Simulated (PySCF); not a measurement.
# InF (SMILES [F][In]) at M06-2X/STO-6G

What is the vertical singlet–triplet gap of InF at M06-2X/STO-6G? 

Program for the calculation: PySCF 2.14.0.

16 further runs of the same task are left out: 6 that didn't finish, 10 set aside as unsound or not needed.

## Step 1: The structure to begin with

InF: 2 atoms, total charge 0, spin state singlet. As SMILES, `[F][In]`. Geometry: a GFN2-xTB relaxation, a rough one for these elements and not checked as a minimum.

Bond lengths: F1–In2 2.025 Å.

## Step 2: A single-point energy at M06-2X/STO-6G

Input file calc.py:

```python
# InF
from pyscf import gto, dft

system = gto.M(
    atom='F 0.000000 0.000000 0.000000; In 0.000000 0.000000 2.025490',
    basis='sto-6g',
    max_memory=1860,
    charge=0,
    verbose=3,
)

mf = dft.RKS(system)
mf.xc = 'm06-2x'
mf.conv_tol = 1e-10
mf.grids.level = 5
mf.kernel()
if not mf.converged:
    mf = mf.newton().run(mf.mo_coeff, mf.mo_occ)

energy = mf.e_tot
print('Final energy', energy)
```

Run with:

```console
$ OMP_NUM_THREADS=1 python calc.py
```

What it wrote:

```text
converged SCF energy = -5814.19759562265
Final energy -5814.197595622645
```

Wall time 5.7 s (1 thread of Arm Neoverse V1, shared host); peak memory 0.23 GiB.

## Step 3: The triplet, same level

Input file input.py:

```python
from pyscf import gto, dft

mol = gto.M(
    atom='F 0.000000 0.000000 0.000000; In 0.000000 0.000000 2.025490',
    max_memory=1860,
    verbose=4,
    basis='sto-6g',
    spin=2,
)

mf = dft.UKS(mol)
mf.xc = 'm06-2x'
mf.grids.level = 5
mf.conv_tol = 1e-10
mf.kernel()
if not mf.converged:
    mf = mf.newton().run(mf.mo_coeff, mf.mo_occ)

energy = mf.e_tot
print('E(%s) = %.9f' % ('M06-2X', energy))
```

Run with:

```console
$ OMP_NUM_THREADS=1 python input.py
```

What it wrote:

```text
PySCF version 2.14.0

[INPUT] num. atoms = 2
[INPUT] num. electrons = 58
[INPUT] charge = 0
[INPUT] spin (= nelec alpha-beta = 2S) = 2
[INPUT] symmetry False subgroup None
[INPUT] Mole.unit = angstrom
[INPUT] Symbol           X                Y                Z      unit          X                Y                Z       unit  Magmom
[INPUT]  1 F      0.000000000000   0.000000000000   0.000000000000 AA    0.000000000000   0.000000000000   0.000000000000 Bohr   0.0
[INPUT]  2 In     0.000000000000   0.000000000000   2.025490000000 AA    0.000000000000   0.000000000000   3.827621368045 Bohr   0.0

nuclear repulsion = 115.215157821426
number of shells = 14
number of NR pGTOs = 192
number of NR cGTOs = 32
basis = sto-6g
ecp = {}

******** <class 'pyscf.dft.uks.UKS'> ********
method = UKS
initial guess = minao
damping factor = 0
level_shift factor = 0
DIIS = <class 'pyscf.scf.diis.CDIIS'>
diis_start_cycle = 1
diis_space = 8
diis_damp = 0
SCF conv_tol = 1e-10
SCF conv_tol_grad = None
SCF max_cycles = 50
direct_scf = True
direct_scf_tol = 1e-13
number electrons alpha = 30  beta = 28
XC library pyscf.dft.libxc version 7.0.0
    S. Lehtola, C. Steigemann, M. J.T. Oliveira, and M. A.L. Marques.,  SoftwareX 7, 1–5 (2018)
XC functionals = m06-2x
    Y. Zhao and D. G. Truhlar.,  Theor. Chem. Acc. 120, 215 (2008)
    Y. Zhao and D. G. Truhlar.,  Theor. Chem. Acc. 120, 215 (2008)
radial grids:
    Treutler-Ahlrichs [JCP 102, 346 (1995); DOI:10.1063/1.469408] (M4) radial grids

becke partition: Becke, JCP 88, 2547 (1988); DOI:10.1063/1.454033
pruning grids: <function nwchem_prune>
grids dens level: 5
symmetrized grids: False
atomic radii adjust function: <function treutler_atomic_radii_adjust>
small_rho_cutoff = 0
Set gradient conv threshold to 1e-05
tot grids = 91208
init E= -5801.12326704957

[... the frontier-level lines of each cycle are left out ...]



cycle= 1 E= -5814.03699317493  delta_E= -12.9  |g|= 0.256  |ddm|= 1.72


cycle= 2 E= -5813.12641315692  delta_E= 0.911  |g|= 1.11  |ddm|= 1.91


cycle= 3 E= -5814.10010983634  delta_E= -0.974  |g|= 0.0691  |ddm|= 1.71
cycle= 4 E= -5814.10698099509  delta_E= -0.00687  |g|= 0.0256  |ddm|= 0.204


cycle= 5 E= -5814.1080691616  delta_E= -0.00109  |g|= 0.00831  |ddm|= 0.0724


cycle= 6 E= -5814.10831819581  delta_E= -0.000249  |g|= 0.00187  |ddm|= 0.0539


cycle= 7 E= -5814.10833316847  delta_E= -1.5e-05  |g|= 0.000765  |ddm|= 0.0123


cycle= 8 E= -5814.10833634108  delta_E= -3.17e-06  |g|= 0.000424  |ddm|= 0.00585


cycle= 9 E= -5814.10833716863  delta_E= -8.28e-07  |g|= 0.000108  |ddm|= 0.00346


cycle= 10 E= -5814.10833723708  delta_E= -6.85e-08  |g|= 4.23e-05  |ddm|= 0.00107


cycle= 11 E= -5814.10833724228  delta_E= -5.2e-09  |g|= 4.84e-06  |ddm|= 0.000279


cycle= 12 E= -5814.10833724238  delta_E= -1e-10  |g|= 1.74e-06  |ddm|= 3.27e-05


cycle= 13 E= -5814.1083372424  delta_E= -1.64e-11  |g|= 4.98e-07  |ddm|= 1.44e-05


Extra cycle  E= -5814.1083372424  delta_E= -2.73e-12  |g|= 4.46e-07  |ddm|= 3.24e-06
converged SCF energy = -5814.1083372424  <S^2> = 2.0029738  2S+1 = 3.0019819
E(M06-2X) = -5814.108337242
```

Wall time 10 s (1 thread of Arm Neoverse V1, shared host); peak memory 0.24 GiB.

## Step 4: Summary of results

At M06-2X/STO-6G:

```
                                        quantity           value
                           singlet: total energy  -5814.19760 Eh
                          singlet: dipole moment          0.43 D
                            singlet: HOMO energy        -3.46 eV
                            singlet: LUMO energy         3.37 eV
                          singlet: HOMO–LUMO gap         6.84 eV
                           triplet: total energy  -5814.10834 Eh
                          triplet: dipole moment          1.98 D
     triplet: HOMO energy (highest over α and β)        -0.80 eV
                                   triplet: ⟨S²⟩           2.003
vertical energy of the triplet above the singlet        2.429 eV
```

At this shape the triplet lies 2.43 eV (56 kcal/mol) above the singlet. In a minimal basis such a difference can be off by several eV, whatever the method. Relativity is left out (singlet) although the molecule holds a heavy atom. Relativity is left out (triplet) although the molecule holds a heavy atom.
